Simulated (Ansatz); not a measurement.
**doublet [SiBrCl3]+: levels of theory compared**

Aim: a comparison of 6 runs (UHF/STO-3G, UHF/cc-pVDZ, UB3LYP/cc-pVDZ, UPBE/cc-pVDZ, UPBE0/cc-pVDZ, USVWN5/cc-pVDZ) of doublet [SiBrCl3]+. 

The calculation is run with Ansatz 0.2.0.

55 further runs of the same task are left out: 12 that didn't finish, 43 set aside as unsound or not needed.

### 1 The structure to begin with

[SiBrCl3]+ has 5 atoms, charge +1, and is taken as a doublet. SMILES of the parent species: `Cl[Si](Cl)(Cl)Br`. Geometry: relaxed at PBE0-D4/def2-TZVP. That shape belongs to the parent species and isn't relaxed for this state.

Bond lengths: Cl1–Si2 2.023 Å, Si2–Cl3 2.023 Å, Si2–Cl4 2.023 Å, Si2–Br5 2.188 Å. Angles: Cl1–Si2–Cl3 109.3°, Cl1–Si2–Cl4 109.3°, Cl1–Si2–Br5 109.7°, Cl3–Si2–Cl4 109.3°, Cl3–Si2–Br5 109.7°, Cl4–Si2–Br5 109.7°.

### 2 The energy at UHF/STO-3G (run 1)

The input, job.yaml:

```yaml
crystal:
  periodic: [false, false, false]
  atoms:
    - {symbol: Cl, position_ang: [-0.852900, -0.217700, 1.821600]}
    - {symbol: Si, position_ang: [0.003400, -0.042600, -0.003200]}
    - {symbol: Cl, position_ang: [1.690500, -1.158200, -0.059200]}
    - {symbol: Cl, position_ang: [-1.285700, -0.709700, -1.412800]}
    - {symbol: Br, position_ang: [0.494400, 2.054400, -0.387900]}
basis:
  gaussian:
    orbitals: STO-3G
total_charge: 1
magnetization:
  spin_polarized: true
  initial_magnetization: 1
hamiltonian:
  xc: hf
accuracy: high
output: {orbitals: {seedname: orbitals}}
```

Launch:

```
$ ansatz run job.yaml --threads 1 --pin off --max-ram 3480MiB --events-out events.jsonl --progress --plain --runs-dir runs
```

The log of the run:

```text
Warning: RAYON_NUM_THREADS=1 ignored (pool sized by the plan → 1); use --threads N
Functional definition: HF
  name "HF"
  exchange = exact_x
  correlation = 0
977 factors; integrals over basis functions are off by at most 6.1e-9 eV
mean field evaluation 1: about -114116.0799 eV, gradient 2.2e1 eV
mean field evaluation 2: about -114116.1460 eV, gradient 2.2e1 eV
mean field evaluation 4: about -114120.9321 eV, gradient 9.1e-1 eV
mean field evaluation 8: about -114120.9523 eV, gradient 5.4e-4 eV
mean field evaluation 16: about -114120.9523 eV, gradient 4.4e-4 eV
mean field evaluation 32: about -114120.9523 eV, gradient 1.5e-3 eV
mean field evaluation 64: about -114120.9523 eV, gradient 2.0e-5 eV
mean field evaluation 96: about -114120.9522 eV, gradient 5.6e-2 eV
mean field -114120.95232779 eV, -4193.8676440867 hartree, gradient 2.5e-8 eV, S^2 0.752097; 1 other end points of the search recorded, 0 dependent functions left out
reference -114120.95232779 eV, -4193.8676440867 hartree; 50, 49 occupied and 4, 5 virtual orbitals, 977 factors
Total energy: -114120.95232779 eV, -4193.8676440867 hartree
```

It took 33 s on 1 thread of Arm Neoverse V2, shared host; peak memory 0.37 GiB.

### 3 A single-point energy at UHF/cc-pVDZ (run 2)

job.yaml, as its differences from that of step 2:

```diff
@@ -10,3 +10,3 @@
   gaussian:
-    orbitals: STO-3G
+    orbitals: cc-pVDZ
 total_charge: 1
```

Launch:

```
$ ansatz run job.yaml --threads 1 --pin off --max-ram 3480MiB --events-out events.jsonl --progress --plain --runs-dir runs
```

The log of the run (excerpt; [...] marks lines left out):

```text
Warning: RAYON_NUM_THREADS=1 ignored (pool sized by the plan → 1); use --threads N
Functional definition: HF
  name "HF"
[...]
2154 factors; integrals over basis functions are off by at most 4.6e-9 eV
[...]
mean field -115366.20886709 eV, -4239.6299778406 hartree, gradient 1.9e-8 eV, S^2 0.757689; 3 other end points of the search recorded, 0 dependent functions left out
reference -115366.20886709 eV, -4239.6299778406 hartree; 50, 49 occupied and 49, 50 virtual orbitals, 2154 factors
Total energy: -115366.20886709 eV, -4239.6299778406 hartree
```

Run time: 2.6 min. Hardware: 1 thread of Arm Neoverse V2, shared host; peak memory 0.87 GiB.

Runs 3 to 5 aren't shown in full; the table further down has their settings and results.

### 4 The energy at USVWN5/cc-pVDZ (run 6)

job.yaml, as its differences from that of step 3:

```diff
@@ -16,3 +16,3 @@
 hamiltonian:
-  xc: hf
+  xc: {name: SVWN5}
 accuracy: high
```

Launch:

```
$ ansatz run job.yaml --threads 1 --pin off --max-ram 3480MiB --events-out events.jsonl --progress --plain --runs-dir runs
```

The log of the run:

```text
Warning: RAYON_NUM_THREADS=1 ignored (pool sized by the plan → 1); use --threads N
Functional definition: SVWN5
  name "SVWN5"
  exchange = slater_x
  correlation = vwn5_c
2154 factors; integrals over basis functions are off by at most 4.6e-9 eV
mean field evaluation 1: about -115233.5563 eV, gradient 2.3e1 eV
mean field evaluation 2: about -115224.7542 eV, gradient 4.3e1 eV
mean field evaluation 4: about -115235.5133 eV, gradient 1.6e1 eV
mean field evaluation 8: about -115237.1834 eV, gradient 5.1e0 eV
mean field evaluation 16: about -115237.4654 eV, gradient 4.9e-2 eV
mean field evaluation 32: about -115237.4176 eV, gradient 5.3e-1 eV
mean field evaluation 64: about -115237.4661 eV, gradient 3.8e-2 eV
mean field evaluation 96: about -115237.4525 eV, gradient 1.2e0 eV
mean field -115237.46646505 eV, -4234.8987818305 hartree, gradient 8.1e-8 eV, S^2 0.750671; 10 other end points of the search recorded, 0 dependent functions left out
reference -115237.46646778 eV, -4234.8987819308 hartree; 50, 49 occupied and 49, 50 virtual orbitals, 2154 factors
Total energy: -115237.46646778 eV, -4234.8987819308 hartree
```

Wall time 44 s (1 thread of Arm Neoverse V2, shared host); peak memory 0.36 GiB.

### 5 All runs side by side

| run | level | energy (Eh) | HOMO energy (eV) | LUMO energy (eV) | ⟨S²⟩ | wall time |
| --- | --- | --- | --- | --- | --- | --- |
| 1 | UHF/STO-3G | -4193.867644 | -16.79 | -8.34 | 0.752 | 33 s |
| 2 | UHF/cc-pVDZ | -4239.629978 | -17.35 | -9.55 | 0.758 | 2.6 min |
| 3 | UB3LYP/cc-pVDZ | -4244.101974 | -14.24 | -13.16 | 0.753 | 2.8 min |
| 4 | UPBE/cc-pVDZ | -4242.939673 | -13.22 | – | 0.751 | 100 s |
| 5 | UPBE0/cc-pVDZ | -4243.151489 | -14.51 | -13.16 | 0.754 | 3.2 min |
| 6 | USVWN5/cc-pVDZ | -4234.898782 | -13.34 | – | 0.751 | 44 s |

### 6 Results

| quantity | value |
| --- | --- |
| run 6: total energy | -4234.89878 Eh |
| run 6: HOMO energy (highest over α and β) | -13.34 eV |
| run 6: ⟨S²⟩ | 0.751 |

Totals of different functionals can't be ranked against each other. In run 1 the basis is minimal, so the values are rough. All runs together took 12 min, the longest 3.2 min.
